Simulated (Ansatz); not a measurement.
# Molecular dynamics of WC

Input file:

```yaml
accuracy: low
crystal:
  lattice:
    - [-3.044481, -5.273196, 0.0]
    - [4.566722, -2.636598, 0.0]
    - [0.0, 0.0, 5.945994]
  atoms:
    - { symbol: W, position: [0.75, 0.5, 0.0] }
    - { symbol: C, position: [0.5, 0.6666667, 0.25] }
    - { symbol: W, position: [0.75, 0.5, 0.5] }
    - { symbol: C, position: [0.5, 0.6666667, 0.75] }
    - { symbol: W, position: [0.5, 0.0, 0.0] }
    - { symbol: C, position: [0.25, 0.1666667, 0.25] }
    - { symbol: W, position: [0.5, 0.0, 0.5] }
    - { symbol: C, position: [0.25, 0.1666667, 0.75] }
    - { symbol: W, position: [0.25, 0.5, 0.0] }
    - { symbol: C, position: [0.0, 0.6666667, 0.25] }
    - { symbol: W, position: [0.25, 0.5, 0.5] }
    - { symbol: C, position: [0.0, 0.6666667, 0.75] }
    - { symbol: W, position: [0.0, 0.0, 0.0] }
    - { symbol: C, position: [0.75, 0.1666667, 0.25] }
    - { symbol: W, position: [0.0, 0.0, 0.5] }
    - { symbol: C, position: [0.75, 0.1666667, 0.75] }
basis:
  ecutwfc: 420.0
kpoints:
  mp_grid: { grid: [2, 2, 2] }
hamiltonian:
  xc: pbesol
  pseudopotentials: { kind: paw, azcp: { folder: soft_1 } }
scf:
  occupations: { method: fermi_dirac, width: 0.36 }
  lower_state_search: "off"
md:
  timestep: 1.12
  n_steps: 160
  ensemble: nve
  temperature: 8400.0
  initial_velocities: maxwell_boltzmann
  seed: 728517
```

Command:

```bash
$ ansatz run input.yaml --threads 1 --pin off --max-ram 3072MiB --backend cpu --events-out ev --progress --plain --runs-dir out
```

It starts from a structure without forces on its atoms.

Output, in part (step lines):

```
md step     0: t =     0.00 fs  T =  8400.0 K  F+E_penalty+E_count = -84034.16811510 eV  E_kin = 16.286760 eV  conserved = -84017.88135523 eV  (8 SCF iters)
md step     1: t =     1.12 fs  T =  8346.0 K  F+E_penalty+E_count = -84034.06420455 eV  E_kin = 16.182063 eV  conserved = -84017.88214128 eV  (7 SCF iters)
md step     2: t =     2.24 fs  T =  8178.3 K  F+E_penalty+E_count = -84033.73960122 eV  E_kin = 15.856830 eV  conserved = -84017.88277117 eV  (7 SCF iters)
md step     3: t =     3.36 fs  T =  7895.0 K  F+E_penalty+E_count = -84033.19067079 eV  E_kin = 15.307683 eV  conserved = -84017.88298810 eV  (7 SCF iters)
md step     4: t =     4.48 fs  T =  7498.9 K  F+E_penalty+E_count = -84032.42205669 eV  E_kin = 14.539632 eV  conserved = -84017.88242512 eV  (7 SCF iters)
md step     5: t =     5.60 fs  T =  6999.4 K  F+E_penalty+E_count = -84031.45180055 eV  E_kin = 13.571133 eV  conserved = -84017.88066717 eV  (5 SCF iters)
md step     6: t =     6.72 fs  T =  6415.8 K  F+E_penalty+E_count = -84030.31699679 eV  E_kin = 12.439639 eV  conserved = -84017.87735736 eV  (5 SCF iters)
md step     7: t =     7.84 fs  T =  5779.5 K  F+E_penalty+E_count = -84029.07827679 eV  E_kin = 11.205892 eV  conserved = -84017.87238490 eV  (5 SCF iters)
[... lines left out ...]
md step   159: t =   178.08 fs  T =  2432.4 K  F+E_penalty+E_count = -84022.58087123 eV  E_kin = 4.716203 eV  conserved = -84017.86466864 eV  (4 SCF iters)
md step   160: t =   179.20 fs  T =  2468.0 K  F+E_penalty+E_count = -84022.64988737 eV  E_kin = 4.785257 eV  conserved = -84017.86462988 eV  (7 SCF iters)
```

The steps, from the saved trajectory:

```
time (fs)  T (K)  potential energy less start (eV)  conserved less start (meV/atom)
        0   8400                             0.000                             0.00
      5.6   6999                             2.716                             0.04
     11.2   4025                             8.509                             1.71
     16.8   3699                             9.131                             1.06
     22.4   4845                             6.897                             0.27
       28   4595                             7.382                             0.27
     33.6   3012                            10.464                             1.08
     39.2   2375                            11.701                             1.17
     44.8   3120                            10.245                             0.49
     50.4   3372                             9.756                             0.50
       56   3000                            10.484                             0.82
     61.6   2854                            10.764                             0.74
     67.2   2865                            10.744                             0.80
     72.8   2979                            10.523                             0.74
     78.4   3175                            10.148                             1.07
       84   4009                             8.525                             0.73
     89.6   4667                             7.247                             0.64
     95.2   4705                             7.176                             0.76
    100.8   4545                             7.490                             1.04
    106.4   5013                             6.582                             0.97
      112   5929                             4.798                             0.46
    117.6   5978                             4.703                             0.46
    123.2   5078                             6.456                             0.91
    128.8   4350                             7.867                             0.94
    134.4   3991                             8.560                             0.72
      140   3562                             9.394                             0.89
    145.6   3391                             9.728                             1.01
    151.2   3703                             9.121                             0.85
    156.8   3956                             8.627                             0.69
    162.4   3603                             9.313                             0.81
      168   2912                            10.657                             1.02
    173.6   2468                            11.518                             1.05
    179.2   2468                            11.518                             1.05
```

The run went to its last step. The conserved energy stayed within 1.9 meV per atom of its start (net change 1 meV per atom), so the integration is sound. Over the second half the temperature averaged 0.50 of the 8400 K drawn at the start: a run that starts near a minimum puts about half its kinetic energy into the potential. A run of 0.18 ps of so small a system gives no equilibrium averages. Limits of this set-up: coarse k mesh, PAW files made for another functional, low accuracy level.

Mean squared displacements from the first frame to the last, about the centre of mass: W 0.09 Å², C 0.26 Å².

Last frame:

```xyz
16
Lattice="-3.0445 -5.2732 0.0000 4.5667 -2.6366 0.0000 0.0000 0.0000 5.9460" Properties=species:S:1:pos:R:3
W 0.240 -5.284 -0.073
C 1.492 -4.361 1.847
W -0.223 -5.311 3.081
C 0.961 -3.775 4.595
W -1.667 -2.735 0.162
C 0.289 -1.859 1.736
W -1.162 -2.904 3.021
C 0.287 -1.405 4.014
W 1.294 -2.593 0.151
C 2.809 -1.355 1.365
W 1.688 -2.710 3.048
C 3.521 -1.591 4.329
W -0.095 0.060 -0.239
C -1.458 -4.366 1.180
W -0.101 0.287 2.738
C -1.421 -4.409 4.749
```

Run time: 17 min on 1 thread of Arm Neoverse V1, with other jobs on the host, peak memory 0.62 GiB.
